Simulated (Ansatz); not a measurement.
**BClFH₂N: taking an electron away**

How much energy removes an electron from BClFH₂N at fixed geometry? The cation is run at each level and the neutral's energy taken from earlier runs.

The runs use Ansatz 0.2.0, Gaussian basis; unrestricted cation, the program's frozen cores in correlated methods.

The runs, in order: UKS PBE-D4/def2-TZVPP; UKS r2SCAN-D4/def2-TZVPP; UKS PBE0-D4/def2-TZVPP; UKS B3LYP-D4/def2-TZVPP; UKS wB97X-V/def2-TZVPP; UKS wB97M-V/def2-TZVPP; UKS B2PLYP/def2-TZVPP; UHF-CCSD(T)/def2-TZVPP; UHF-MP2/def2-QZVPP; extrapolation to the limit; then −ε(HOMO) from the neutral's earlier runs with LDA (SPW92), PBE-D4, revPBE-D4, BLYP-D4, r2SCAN-D4, B97M-V, PBE0-D4, B3LYP-D4, r2SCANh-D4, r2SCAN0-D4, HSE06-D4, BHLYP-D4, CAM-B3LYP-D4, LC-ωPBE, ωB97X-V, ωB97M-V.

### 1 Structure used throughout

The geometry comes from an earlier relaxation with PBE0-D4 in a triple-zeta def2 set; it is a stationary point.

SMILES `NB(F)Cl`, 6 atoms, charge 0, spin multiplicity 1.

Atoms are counted from 1 here; the program's logs count them from 0.

Bond lengths: N1–B2 1.388 Å, N1–H5 1.003 Å, N1–H6 1.005 Å, B2–F3 1.328 Å, B2–Cl4 1.766 Å. Angles: B2–N1–H5 122.7°, B2–N1–H6 122.0°, H5–N1–H6 115.3°, N1–B2–F3 120.6°, N1–B2–Cl4 121.2°, F3–B2–Cl4 118.2°.

Geometry (Å):

```
N     0.0037    0.7707    0.0255
B     0.0549   -0.6154    0.0627
F     0.5648   -1.2457    1.1146
Cl   -0.5526   -1.5888   -1.2792
H    -0.3744    1.2789   -0.7526
H     0.3458    1.3365    0.7828
```

### 2 Cation, UKS PBE-D4/def2-TZVPP

in.yaml

```yaml
crystal:
  periodic: [false, false, false]
  atoms:
    - {symbol: N, position_ang: [0.003750, 0.770727, 0.025537]}
    - {symbol: B, position_ang: [0.054861, -0.615438, 0.062653]}
    - {symbol: F, position_ang: [0.564801, -1.245740, 1.114621]}
    - {symbol: Cl, position_ang: [-0.552576, -1.588821, -1.279232]}
    - {symbol: H, position_ang: [-0.374444, 1.278886, -0.752615]}
    - {symbol: H, position_ang: [0.345807, 1.336487, 0.782837]}
basis:
  gaussian: {orbitals: def2-TZVPP}
total_charge: 1
magnetization: {spin_polarized: true, initial_magnetization: 1}
hamiltonian: {xc: pbe, dispersion: d4}
```

Further steps of the session: Cation, UKS r2SCAN-D4/def2-TZVPP; Cation, UKS PBE0-D4/def2-TZVPP; Cation, UKS B3LYP-D4/def2-TZVPP; Cation, UKS wB97X-V/def2-TZVPP; Cation, UKS wB97M-V/def2-TZVPP; Cation, UKS B2PLYP (frozen core)/def2-TZVPP; Cation, UHF-CCSD(T)/def2-TZVPP; Cation, UHF-MP2/def2-QZVPP.

Before running them: what should the planned runs give, taken together? Wanted: ionisation energy, CCSD(T)/CBS; nearest functional by difference; nearest −ε(HOMO); −ε(HOMO) of PBE; T1 of the cation.

**Answer**, as computed:

```
                        quantity               value
  ionisation energy, CCSD(T)/CBS            11.35 eV
nearest functional by difference  ωB97X-V (-0.16 eV)
                nearest −ε(HOMO)  LC-ωPBE (+0.09 eV)
                 −ε(HOMO) of PBE             7.12 eV
                T1 of the cation               0.037
```

**Reading.** By cation minus neutral, the functionals miss by 0.67 eV at most. −ε(HOMO) of PBE misses by 4.2 eV, since self-interaction lifts the level. Among orbital estimates LC-ωPBE comes nearest. Hartree-Fock falls 1.32 eV short, as the neutral has more correlation energy than the cation. The cation's T1 (from the report) is 0.037, near the customary mark of 0.045 for open shells, so the coupled-cluster value is less safe. The cation may have settled in a state other than its lowest; no search over hole states beyond the program's own was made.
